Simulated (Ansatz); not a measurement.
# CdH₃NO: a ladder of functionals and wavefunction methods

Aim: compute CdH₃NO with functionals from several rungs and with coupled cluster, and see how far each lands from CCSD(T) at the basis-set limit for the atomisation energy.

Computed with Ansatz 0.2.0, Gaussian basis. Level: functionals in def2-TZVPP, the program's frozen cores in correlated methods.

The runs, in order: PBE-D4, r2SCAN-D4, PBE0-D4, B3LYP-D4, ωB97X-V, ωB97M-V, B2PLYP; CCSD(T)/def2-TZVPP; CCSD(T)/def2-QZVPP; extrapolation to the limit.

**1. The geometry**

The geometry comes from an earlier relaxation with PBE0-D4 in a triple-zeta def2 set; it is a stationary point. Cd takes the def2 core potential; no spin-orbit term is included.

6 atoms, charge 0, spin multiplicity 1.

Atoms are counted from 1 here; the program's logs count them from 0.

Bond lengths: N1–Cd2 2.001 Å, N1–H4 1.014 Å, N1–H5 1.014 Å, Cd2–O3 1.964 Å, O3–H6 0.960 Å. Angles: Cd2–N1–H4 111.8°, Cd2–N1–H5 111.8°, H4–N1–H5 106.3°, N1–Cd2–O3 178.7°, Cd2–O3–H6 112.9°.

**2. PBE-D4 (GGA)**

Input file in.yaml:

```yaml
crystal:
  periodic: [false, false, false]
  atoms:
    - {symbol: N, position_ang: [-0.556015, 1.376257, -0.565815]}
    - {symbol: Cd, position_ang: [0.144081, -0.359665, 0.142379]}
    - {symbol: O, position_ang: [0.834353, -2.045181, 0.876735]}
    - {symbol: H, position_ang: [0.031640, 1.745954, -1.304515]}
    - {symbol: H, position_ang: [-1.482803, 1.274306, -0.963739]}
    - {symbol: H, position_ang: [1.028744, -1.991671, 1.814945]}
basis:
  gaussian: {orbitals: def2-TZVPP}
hamiltonian: {xc: pbe, dispersion: d4}
output: {forces: true, orbitals: {seedname: orbitals}}
```

Run with:

```
$ ansatz run in.yaml --threads 2 --pin off --events-out ev --progress --plain --max-ram 20480MiB --backend cpu
```

The runs that follow: r2SCAN-D4 (meta-GGA); PBE0-D4 (hybrid); B3LYP-D4 (hybrid); ωB97X-V (range-separated); ωB97M-V (range-separated); B2PLYP (double hybrid); CCSD(T) in def2-TZVPP; CCSD(T) in def2-QZVPP.

Before running them: what should the planned runs give, taken together? Wanted: atomisation energy, CCSD(T)/CBS; farthest; mean size of error, hybrid; mean size of error, range-separated; gap, smallest and largest; T1 diagnostic; triples share of the correlation energy.

As calculated:

| quantity | value |
| --- | --- |
| atomisation energy, CCSD(T)/CBS | 17.091 eV |
| functionals within 0.085 eV (0.5 %) | ωB97X-V, ωB97M-V |
| farthest | B2PLYP (-0.400 eV) |
| mean size of error, hybrid | 0.289 eV |
| mean size of error, range-separated | 0.050 eV |
| gap, smallest and largest | 3.99 eV (PBE-D4), 10.50 eV (ωB97X-V) |
| T1 diagnostic | 0.0157 |
| triples share of the correlation energy | 3.2 % |

**Reading.** PBE-D4 misses by +0.359 eV. Double hybrids carry the basis error of their MP2 part in triple zeta, and no dispersion term here, so their miss is partly the set-up's. The reference freezes the cores and leaves out spin-orbit coupling and excitations past (T), so misses under about 0.085 eV can't be ranked. All levels share the lack of spin-orbit coupling, which lowers the free heavy atoms and so the true binding. Hartree-Fock recovers 59 % of the binding; the rest is correlation. Orbital gaps span 4.0 to 10.5 eV; exact exchange widens them. Correlated methods include outer-core shells of Cd, which these sets cover unevenly.
